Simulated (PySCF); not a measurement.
# WOH2: structure of the singlet

The task is one start of a wider search on WOH2: the singlet, from a PBE0 minimum start. It is relaxed, tested by its Hessian and followed downhill if it is a saddle.

The runs use PySCF 2.14.0; PBE0, basis W def2-TZVP with ECP60, O def2-TZVP, H def2-TZVP, scalar-relativistic core potentials, no spin–orbit coupling, density fitting.

## (1) The starting structure

4 atoms, charge 0, spin multiplicity 1.

Bond lengths: W1–O2 1.656 Å, W1–H3 1.708 Å, W1–H4 1.708 Å. Angles: O2–W1–H3 102.6°, O2–W1–H4 102.6°, H3–W1–H4 117.2°.

Coordinates in bohr (charge 0 multiplicity 1):
```
W     0.0000    0.0930   -0.2226
O     0.0000   -0.9283    2.7349
H     2.7542   -1.1232   -1.3854
H    -2.7542   -1.1232   -1.3854
```

## (2) Finding the electronic state

One driver script runs all steps and calls PySCF; scf.py shows how it sets up the SCF of each step. The optimiser is the driver's own. After this first run the driver tries any further starts and a stability analysis.

File scf.py:

```python
from pyscf import gto, scf, dft
mol = gto.M(atom='''
W      0.000000     0.049227    -0.117808
O      0.000000    -0.491233     1.447251
H      1.457485    -0.594364    -0.733127
H     -1.457485    -0.594364    -0.733127''',
    basis={'W': 'def2-TZVP', 'O': 'def2-TZVP', 'H': 'def2-TZVP'},
    ecp={'W': 'def2-TZVP'},
    charge=0, spin=0)
mf = dft.RKS(mol, xc='PBE0')
mf.grids.atom_grid = (50, 194)
aux = {'W': 'def2-universal-JKFIT', 'O': 'def2-universal-JKFIT', 'H': 'def2-universal-JKFIT'}
mf = mf.density_fit(auxbasis=aux)
mf.conv_tol = 1e-08
mf.diis_space = 10
mf.max_cycle = 60
mf.init_guess = 'minao'
mf.verbose = 4
mf.kernel()
```

Started as:

```
> OMP_NUM_THREADS=2 python axn.py task.json out
```

The program printed:

```text
init E= -124.000859844196
  HOMO = -0.304928257476746  LUMO = -0.272714916136437  gap/eV = 0.87657
cycle= 1 E= -143.126114696209  delta_E= -19.1  |g|= 1.16  |ddm|= 7.42
  HOMO = -0.252281876452766  LUMO = -0.156591647250007  gap/eV = 2.60386
cycle= 2 E= -138.577695160776  delta_E= 4.55  |g|= 4.43  |ddm|= 2.66
  HOMO = -0.175790976243714  LUMO = -0.0829775243003114  gap/eV = 2.52558
cycle= 3 E= -143.381527380484  delta_E= -4.8  |g|= 0.25  |ddm|= 2.23
  HOMO = -0.22012941628255  LUMO = -0.116329685467854  gap/eV = 2.82453
cycle= 4 E= -143.3911417229  delta_E= -0.00961  |g|= 0.174  |ddm|= 0.434
  HOMO = -0.211296032300101  LUMO = -0.106165499208561  gap/eV = 2.86075
cycle= 5 E= -143.398426435146  delta_E= -0.00728  |g|= 0.0315  |ddm|= 0.194
  HOMO = -0.210473168424638  LUMO = -0.103719776448193  gap/eV = 2.90491
cycle= 6 E= -143.398676867027  delta_E= -0.00025  |g|= 0.0115  |ddm|= 0.0274
  HOMO = -0.210979447529944  LUMO = -0.103657363040797  gap/eV = 2.92038
cycle= 7 E= -143.398730862537  delta_E= -5.4e-05  |g|= 0.00342  |ddm|= 0.0183
  HOMO = -0.211045738257759  LUMO = -0.103422598111198  gap/eV = 2.92857
cycle= 8 E= -143.398741665408  delta_E= -1.08e-05  |g|= 0.00135  |ddm|= 0.0115
  HOMO = -0.211329336883079  LUMO = -0.103624314219425  gap/eV = 2.93080
cycle= 9 E= -143.398742699515  delta_E= -1.03e-06  |g|= 0.00101  |ddm|= 0.00405
  HOMO = -0.211208509263326  LUMO = -0.103532343153194  gap/eV = 2.93002
cycle= 10 E= -143.398742951166  delta_E= -2.52e-07  |g|= 0.00022  |ddm|= 0.00101
  HOMO = -0.211191738558036  LUMO = -0.103522318051036  gap/eV = 2.92983
cycle= 11 E= -143.398742969102  delta_E= -1.79e-08  |g|= 1.87e-05  |ddm|= 0.000393
  HOMO = -0.211189327075893  LUMO = -0.10352104667377  gap/eV = 2.92980
cycle= 12 E= -143.398742969352  delta_E= -2.49e-10  |g|= 4.92e-06  |ddm|= 5.48e-05
  HOMO = -0.211188464120173  LUMO = -0.103520685307117  gap/eV = 2.92979
Extra cycle  E= -143.398742969379  delta_E= -2.71e-11  |g|= 3.9e-06  |ddm|= 1.72e-05
converged SCF energy = -143.398742969379
```

This step, with its further starts and checks, ran for 3.9 s (2 threads of Arm Neoverse N1, shared host).

No lower closed-shell solution turned up in the test of internal stability.

## (3) Relaxing the singlet from the PBE0 minimum start

The program finds Cs symmetry in the start, which this walk keeps. Threshold on the gradient: 0.0003 Eh/bohr, with a further test on the energy change.

scf.py, as its differences from that of step 2:

```diff
@@ -17 +16,0 @@
-mf.init_guess = 'minao'
```

The optimiser's trace:

| step | energy (Eh) | change (kJ/mol) | largest symmetric gradient (Eh/bohr) |
| --- | --- | --- | --- |
| 0 | -143.398743 | 0.00 | 0.00004 |

The walk took 1.9 s.

Positions (Å) and forces (eV/Å) along the way:

```
step 0
W    0.000   0.049  -0.118   0.000  -0.001   0.002
O    0.000  -0.491   1.447   0.000   0.000   0.000
H    1.457  -0.594  -0.733  -0.002   0.000  -0.001
H   -1.457  -0.594  -0.733   0.002   0.000  -0.001
```

After 0 steps and 0.0 kJ/mol it ends at Cs: W–H 1.708 Å (×2), W–O 1.656 Å; H–W–H 117.2°, H–W–O 102.6° (×2).

## (4) Hessian and properties

On the finer grid the gradient is checked again; gradients at displacements of ±0.02 bohr then give force constants and infrared intensities.

scf.py, as its differences from that of step 3:

```diff
@@ -3,4 +3,4 @@
-W      0.000000     0.049227    -0.117808
-O      0.000000    -0.491233     1.447251
-H      1.457485    -0.594364    -0.733127
-H     -1.457485    -0.594364    -0.733127''',
+W      0.000000     0.048916    -0.117606
+O      0.000000    -0.491070     1.447581
+H      1.457376    -0.594291    -0.733394
+H     -1.457376    -0.594291    -0.733394''',
@@ -11 +11 @@
-mf.grids.atom_grid = (50, 194)
+mf.grids.atom_grid = (75, 302)
@@ -14 +14 @@
-mf.conv_tol = 1e-08
+mf.conv_tol = 1e-10
```

The driver hands on the density of the step before, so the log starts near convergence.

SCF at the final geometry:

```text
init E= -143.398718267726
  HOMO = -0.211200133653076  LUMO = -0.103549354738872  gap/eV = 2.92933
cycle= 1 E= -143.398718267658  delta_E= 6.77e-11  |g|= 1.95e-05  |ddm|= 1.72e-05
  HOMO = -0.211204433801335  LUMO = -0.103552894125166  gap/eV = 2.92935
cycle= 2 E= -143.398718266968  delta_E= 6.91e-10  |g|= 6.34e-05  |ddm|= 4.36e-05
  HOMO = -0.211201833717297  LUMO = -0.103550807550459  gap/eV = 2.92933
cycle= 3 E= -143.398718267733  delta_E= -7.65e-10  |g|= 2.87e-06  |ddm|= 3.1e-05
  HOMO = -0.211201438848054  LUMO = -0.103550448954304  gap/eV = 2.92933
cycle= 4 E= -143.398718267739  delta_E= -6.48e-12  |g|= 1.02e-07  |ddm|= 2.9e-06
  HOMO = -0.211201446792099  LUMO = -0.103550453330909  gap/eV = 2.92933
Extra cycle  E= -143.398718267737  delta_E= 1.93e-12  |g|= 9.9e-08  |ddm|= 3.41e-07
converged SCF energy = -143.398718267737
```

The whole step took 52 s.

Geometry: Cs; W–H 1.708 Å (×2), W–O 1.656 Å; H–W–H 117.2°, H–W–O 102.6° (×2).

Modes, for the most abundant isotopes:

| symmetry | ω (cm⁻¹) | IR (km/mol) | type |
| --- | --- | --- | --- |
| a' | 544 | 76.5 | bend |
| a'' | 646 | 9.8 | bend |
| a' | 759 | 47.8 | bend |
| a' | 1115 | 114 | stretch |
| a'' | 2001 | 245 | stretch |
| a' | 2006 | 41.5 | stretch |

Every mode is real; the point is a minimum.

Constants and moments:

```
Dipole moment                                                   : 2.91 D
Highest occupied level                                          : -5.75 eV
Lowest empty level                                              : -2.82 eV
Rotational constants                                            : 3.027, 0.3999, 0.3734 cm⁻¹
Zero-point energy                                               : 42.3 kJ/mol
Principal polarisabilities                                      : 42.2, 49.5, 64.9 bohr³
Atomisation energy without zero-point energy                    : 1229 kJ/mol
Principal traceless quadrupole moments about the centre of mass : -2.34, 1.05, 1.28 D Å
Entropy at 298.15 K and 1 bar                                   : 267.3 J/(mol K)
Heat capacity Cp at 298.15 K                                    : 46.2 J/(mol K)
Enthalpy at 298.15 K above 0 K                                  : 11.09 kJ/mol
Rotational symmetry number                                      : 1
```

Charges (e) and bond orders:

```csv
atom,Mulliken,Löwdin,polar tensor,Mayer order to W1
W1,0.59,0.39,1.06,–
O2,-0.39,-0.18,-0.60,2.35
"H3,4",-0.10,-0.10,-0.23,1.00
```

Mulliken populations on W1 (outside its core potential): s 2.97, p 6.30, d 4.09, f 0.06.

## (5) A spin-polarised start

A stability analysis found the closed shell of the lowest minimum unstable towards spin polarisation, so the unrestricted solution is followed.

The program finds Cs symmetry in the start, which may break. The walk stops when the largest gradient is under 0.0003 Eh/bohr and the energy has settled too.

scf.py, as its differences from that of step 4:

```diff
@@ -3,4 +3,4 @@
-W      0.000000     0.048916    -0.117606
-O      0.000000    -0.491070     1.447581
-H      1.457376    -0.594291    -0.733394
-H     -1.457376    -0.594291    -0.733394''',
+W      0.000000     0.049185    -0.117814
+O      0.000000    -0.490801     1.447373
+H      1.457376    -0.594021    -0.733602
+H     -1.457376    -0.594021    -0.733602''',
@@ -10,2 +10,2 @@
-mf = dft.RKS(mol, xc='PBE0')
-mf.grids.atom_grid = (75, 302)
+mf = dft.UKS(mol, xc='PBE0')
+mf.grids.atom_grid = (50, 194)
@@ -14 +14 @@
-mf.conv_tol = 1e-10
+mf.conv_tol = 1e-08
```

The optimiser's trace:

| step | energy (Eh) | change (kJ/mol) | largest gradient (Eh/bohr) |
| --- | --- | --- | --- |
| 0 | -143.402113 | 0.00 | 0.00877 |
| 1 | -143.403714 | -4.20 | 0.00792 |
| 2 | -143.406546 | -11.64 | 0.02931 |
| 3 | -143.407428 | -13.95 | 0.00791 |
| 4 | -143.408198 | -15.97 | 0.00542 |
| 5 | -143.408738 | -17.39 | 0.00358 |
| 6 | -143.409008 | -18.10 | 0.00086 |
| 7 | -143.409019 | -18.13 | 0.00546 |
| 8 | -143.409053 | -18.22 | 0.00066 |
| 9 | -143.409054 | -18.22 | 0.00025 |

The walk took 34 s.

End point (C2v, 9 steps, 18.2 kJ/mol gained): W–H 1.748 Å (×2), W–O 1.673 Å; H–W–H 127.6°, H–W–O 116.2° (×2).

## (6) Is it a minimum? Harmonic modes

As before: finer grid, then central differences.

scf.py, as its differences from that of step 5:

```diff
@@ -3,4 +3,4 @@
-W      0.000000     0.049185    -0.117814
-O      0.000000    -0.490801     1.447373
-H      1.457376    -0.594021    -0.733602
-H     -1.457376    -0.594021    -0.733602''',
+W     -0.000000    -0.005580    -0.124368
+O      0.000000     0.069385     1.546414
+H      1.568298    -0.040166    -0.895177
+H     -1.568298    -0.040164    -0.895177''',
@@ -11 +11 @@
-mf.grids.atom_grid = (50, 194)
+mf.grids.atom_grid = (75, 302)
@@ -14 +14 @@
-mf.conv_tol = 1e-08
+mf.conv_tol = 1e-10
```

SCF at the final geometry:

```text
init E= -143.409045491347
[... the frontier-level lines of each cycle are left out ...]
cycle= 1 E= -143.409045491334  delta_E= 1.28e-11  |g|= 6.71e-06  |ddm|= 6.86e-06
Extra cycle  E= -143.409045491196  delta_E= 1.39e-10  |g|= 2.04e-05  |ddm|= 1.45e-05
converged SCF energy = -143.409045491196  <S^2> = 0.98150691  2S+1 = 2.2194656
```

The whole step ran for 80 s (2 threads of Arm Neoverse N1, shared host).

Geometry: C2v; W–H 1.748 Å (×2), W–O 1.672 Å; H–W–H 127.6°, H–W–O 116.2° (×2).

Modes, for the most abundant isotopes:

```
ω (cm⁻¹)  IR (km/mol)  μ (u)
     243         58.3   1.06
     532          0.4   1.16
     794          8.7   1.05
    1086          168  10.64
    1893          241   1.02
    1926         98.1   1.01
```

No imaginary mode, so this is a minimum.

Here the density breaks the symmetry of the frame, and no labels are given.

Constants and moments:

```
Dipole moment                                                   : 1.77 D
Highest occupied level                                          : -7.08 eV
Lowest empty level                                              : -3.07 eV
Rotational constants                                            : 3.4, 0.3939, 0.353 cm⁻¹
Zero-point energy                                               : 38.7 kJ/mol
Principal polarisabilities                                      : 44.7, 45.7, 47.0 bohr³
Atomisation energy without zero-point energy                    : 1256 kJ/mol
Principal traceless quadrupole moments about the centre of mass : -3.02, -1.68, 4.70 D Å
Entropy at 298.15 K and 1 bar                                   : 267.2 J/(mol K)
Heat capacity Cp at 298.15 K                                    : 49.7 J/(mol K)
Enthalpy at 298.15 K above 0 K                                  : 12.03 kJ/mol
Rotational symmetry number                                      : 2
Spin squared ⟨S²⟩                                               : 0.982
```

Populations by atom (charges in e):

| atom | Mulliken | Löwdin | polar tensor | spin (Mulliken) | Mayer order to W1 |
| --- | --- | --- | --- | --- | --- |
| W1 | 0.66 | 0.53 | 1.15 | 0.00 | – |
| O2 | -0.43 | -0.24 | -0.69 | 0.00 | 2.25 |
| H3,4 | -0.11 | -0.15 | -0.23 | 0.00 | 0.96 |

Outer orbital energies (eV). α occupied: -45.39, -26.24, -11.54, -11.47, -11.15, -10.45, -8.56, -7.08; empty: -3.07, -2.43, -1.62, -0.54. β occupied: -45.39, -26.24, -11.54, -11.47, -11.15, -10.45, -8.56, -7.08; empty: -3.07, -2.43, -1.62, -0.54.

Mulliken populations on W1 (outside its core potential): s 2.89, p 6.44, d 3.94, f 0.06.

## (7) The points found, side by side

| spin | group | bonds | imaginary modes (cm⁻¹) | ΔE (kJ/mol) | with zero-point energy |
| --- | --- | --- | --- | --- | --- |
| broken-symmetry (Ms = 0) | C2v (density of lower symmetry) | W–H 1.748 Å (×2), W–O 1.672 Å | none | 0.0 | 0.0 |
| singlet | Cs | W–H 1.708 Å (×2), W–O 1.656 Å | none | 27.1 | 30.7 |

## (8) What came out

| quantity | value |
| --- | --- |
| minimum | broken-symmetry (Ms = 0), C2v |
| geometry | W–H 1.748 Å (×2), W–O 1.672 Å; H–W–H 127.6°, H–W–O 116.2° (×2) |
| wavenumbers (cm⁻¹) | 243, 532, 794, 1086, 1893, 1926 |
| dipole moment | 1.77 D |
| highest occupied, lowest empty level (either spin) | -7.08, -3.07 eV |
| polar-tensor charge of W1 | +1.15 e |
| zero-point energy | 38.7 kJ/mol |
| entropy at 298.15 K | 267.2 J/(mol K) |
| atomisation energy (no zero-point energy) | 1256 kJ/mol |
| ⟨S²⟩ | 0.982 |

The PBE0 minimum start (Cs) ends in a minimum of C2v symmetry. The determinant is spin-contaminated (⟨S²⟩ = 0.98 against 0.00), so it is no pure spin state. In the infrared the band at 1893 cm⁻¹ (stretch) leads. Other starts or spin states, not run here, may lie lower. The SCF density has lower symmetry than the nuclear frame. Spin–orbit coupling, left out here, can matter for elements this heavy.

The search up to here took 3 min.
